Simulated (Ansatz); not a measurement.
# C₃H₈BCl: a ladder of functionals and wavefunction methods

How much do the methods differ for C₃H₈BCl? The plan is to run it at one geometry with functionals of several rungs and with coupled cluster. The yardstick is the atomisation energy at the CCSD(T) limit.

Program: Ansatz 0.2.0, Gaussian basis. Level of theory: functionals in def2-TZVPP, the program's frozen cores in correlated methods. These are calculated values, not measurements.

Plan: PBE-D4, r2SCAN-D4, PBE0-D4, B3LYP-D4, ωB97X-V, ωB97M-V, B2PLYP; CCSD(T)/def2-TZVPP; MP2/def2-QZVPP; extrapolation to the limit.

## Step 1: The relaxed structure

All runs share one geometry, relaxed beforehand with PBE0-D4 in a triple-zeta def2 set.

SMILES `CBC(C)Cl`, 13 atoms, charge 0, spin multiplicity 1.

Atoms are counted from 1 here; the program's logs count them from 0.

Bond lengths: C1–B2 1.561 Å, C1–H6 1.092 Å, C1–H7 1.100 Å, C1–H8 1.092 Å, B2–C3 1.570 Å, B2–H9 1.198 Å, C3–C4 1.501 Å, C3–Cl5 1.843 Å, C3–H10 1.089 Å, C4–H11 1.095 Å, C4–H12 1.092 Å, C4–H13 1.090 Å. Angles: B2–C1–H6 115.4°, B2–C1–H7 106.7°, B2–C1–H8 112.4°, H6–C1–H7 107.1°, H6–C1–H8 108.9°, H7–C1–H8 105.7°, C1–B2–C3 123.2°, C1–B2–H9 120.3°, C3–B2–H9 116.4°, B2–C3–C4 123.2°, B2–C3–Cl5 84.1°, B2–C3–H10 115.8°, C4–C3–Cl5 111.3°, C4–C3–H10 112.4°, Cl5–C3–H10 104.3°, C3–C4–H11 108.3°, C3–C4–H12 112.1°, C3–C4–H13 111.8° and more.

## Step 2: PBE-D4 (GGA)

The input, in.yaml:

```yaml
crystal:
  periodic: [false, false, false]
  atoms:
    - {symbol: C, position_ang: [-1.640930, 0.211686, -0.576213]}
    - {symbol: B, position_ang: [-0.263394, -0.390903, -0.997372]}
    - {symbol: C, position_ang: [1.022682, -0.303902, -0.101816]}
    - {symbol: C, position_ang: [0.983999, 0.026965, 1.361506]}
    - {symbol: Cl, position_ang: [1.396014, 1.190087, -1.115161]}
    - {symbol: H, position_ang: [-1.604022, 0.940472, 0.235764]}
    - {symbol: H, position_ang: [-2.261605, -0.627737, -0.230441]}
    - {symbol: H, position_ang: [-2.179579, 0.649732, -1.419434]}
    - {symbol: H, position_ang: [-0.159552, -1.005783, -2.020724]}
    - {symbol: H, position_ang: [1.820408, -1.002562, -0.348412]}
    - {symbol: H, position_ang: [0.719424, -0.881720, 1.912061]}
    - {symbol: H, position_ang: [1.952342, 0.372271, 1.729544]}
    - {symbol: H, position_ang: [0.234813, 0.786693, 1.585699]}
basis:
  gaussian: {orbitals: def2-TZVPP}
hamiltonian: {xc: pbe, dispersion: d4}
output: {forces: true, orbitals: {seedname: orbitals}}
```

Started as:

```sh
> ansatz run in.yaml --threads 4 --pin off --events-out ev --progress --plain --max-ram 10444MiB
```

The runs that follow: r2SCAN-D4 (meta-GGA); PBE0-D4 (hybrid); B3LYP-D4 (hybrid); ωB97X-V (range-separated); ωB97M-V (range-separated); B2PLYP (double hybrid); CCSD(T) in def2-TZVPP; MP2 in def2-QZVPP.

Q: Predict the results of all the runs planned. Wanted: atomisation energy, CCSD(T)/CBS; farthest; mean size of error, hybrid; mean size of error, range-separated; gap, smallest and largest; T1 diagnostic; triples share of the correlation energy.

The runs gave:

| quantity | value |
| --- | --- |
| atomisation energy, CCSD(T)/CBS | 4887.1 kJ/mol |
| functionals within 24.4 kJ/mol (0.5 %) | B3LYP-D4, ωB97X-V |
| farthest | PBE-D4 (+105.8 kJ/mol) |
| mean size of error, hybrid | 35.4 kJ/mol |
| mean size of error, range-separated | 24.6 kJ/mol |
| gap, smallest and largest | 5.49 eV (PBE-D4), 12.40 eV (ωB97X-V) |
| T1 diagnostic | 0.0104 |
| triples share of the correlation energy | 4.0 % |

**Reading.** PBE-D4 misses by +105.8 kJ/mol. Double hybrids carry the basis error of their MP2 part in triple zeta, and no dispersion term here, so their miss is partly the set-up's. The reference freezes the cores and leaves out relativity and excitations past (T), so misses under about 24.4 kJ/mol can't be ranked. Hartree-Fock recovers 76 % of the binding; the rest is correlation. The gap grows from 5.5 to 12.4 eV across the functionals, mostly with the share of exact exchange.
